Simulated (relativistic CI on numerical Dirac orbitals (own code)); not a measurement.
**Ta⁶³⁺: one ion under different settings**

How much do the settings matter for Ta⁶³⁺? One ion, several inputs.

Method: Dirac-Coulomb-Breit CI, KLI orbitals optimised for each configuration, model QED (radiative potential, 1s self-energy scaled to tabulated hydrogen-like ionisation energies), numerical settings as typed. Code: relativistic CI on numerical Dirac orbitals (own code) version 3.

**1. Starting point**

| Quantity | Value |
| --- | --- |
| ion | Ta⁶³⁺ (Ta LXIV) |
| nuclear charge | 73 |
| electrons | 10 |
| isotope | A = 181 |

**2. Usual settings**

The run's settings:

```ini
atom Ta  Z=73  charge=63  electrons=10
nucleus A=181  rms_radius_fm=5.3507
hamiltonian dirac-coulomb  breit=on  qed=on  c_scale=1
orbitals kli  potential=per-configuration
slater_scale 1
correlation none
mixing on
grid step=0.0125 r_max=2.2
scf mixing=0.4 start=green max_iterations=150 tolerance=2e-08 node_fill=0.05
configurations
  [He] 2s2 2p6
end
```

Command:

```console
> python run_levels.py task.json out
```

The settings of every run stand in task.json; they run in order.

**3. Tolerance 1e-06, end of the grid 1.1, grid step 0.03**

Changes to the settings of step 2:

```diff
@@ -7,4 +7,4 @@
 mixing on
-grid step=0.0125 r_max=2.2
-scf mixing=0.4 start=green max_iterations=150 tolerance=2e-08 node_fill=0.05
+grid step=0.03 r_max=1.1
+scf mixing=0.4 start=green max_iterations=150 tolerance=1e-06 node_fill=0.05
 configurations
```

**4. Speed-of-light factor 1.25**

The run's settings:

```ini
atom Ta  Z=73  charge=63  electrons=10
nucleus A=181  rms_radius_fm=5.3507
hamiltonian dirac-coulomb  breit=on  qed=on  c_scale=1.25
orbitals kli  potential=per-configuration
slater_scale 1
correlation none
mixing on
grid step=0.0125 r_max=2.2
scf mixing=0.4 start=green max_iterations=150 tolerance=2e-08 node_fill=0.05
configurations
  [He] 2s2 2p6
end
```

**5. Node fill 0.5, Slater scale 0.5**

The run's settings:

```ini
atom Ta  Z=73  charge=63  electrons=10
nucleus A=181  rms_radius_fm=5.3507
hamiltonian dirac-coulomb  breit=on  qed=on  c_scale=1
orbitals kli  potential=per-configuration
slater_scale 0.5
correlation none
mixing on
grid step=0.0125 r_max=2.2
scf mixing=0.4 start=green max_iterations=150 tolerance=2e-08 node_fill=0.5
configurations
  [He] 2s2 2p6
end
```

(Steps that only read results are left out.)

Q: Predict the outcome of this session. Wanted: lowest level, usual settings; total energy.

The runs gave:

| setting | total energy less usual (Ha) | largest shift of a level among the lowest eight of both runs, same label and place (cm⁻¹) | SCF iterations | time | lowest level | kind of change |
| --- | --- | --- | --- | --- | --- | --- |
| usual | 0 | 0 | 8 | 0.035 s | 2p6 1S0 | - |
| tolerance 1e-06, end of the grid 1.1, grid step 0.03 | 0.00026 | - | 7 | 0.016 s | 2p6 1S0 | numerical |
| speed-of-light factor 1.25 | 275 | - | 8 | 0.035 s | 2p6 1S0 | unphysical constant |
| node fill 0.5, Slater scale 0.5 | -0.0174 | - | 8 | 0.036 s | 2p6 1S0 | model term |

```
                    quantity           value
lowest level, usual settings         2p6 1S0
                total energy  -10721.1040 Ha
```

Only the listed configurations are in the model.
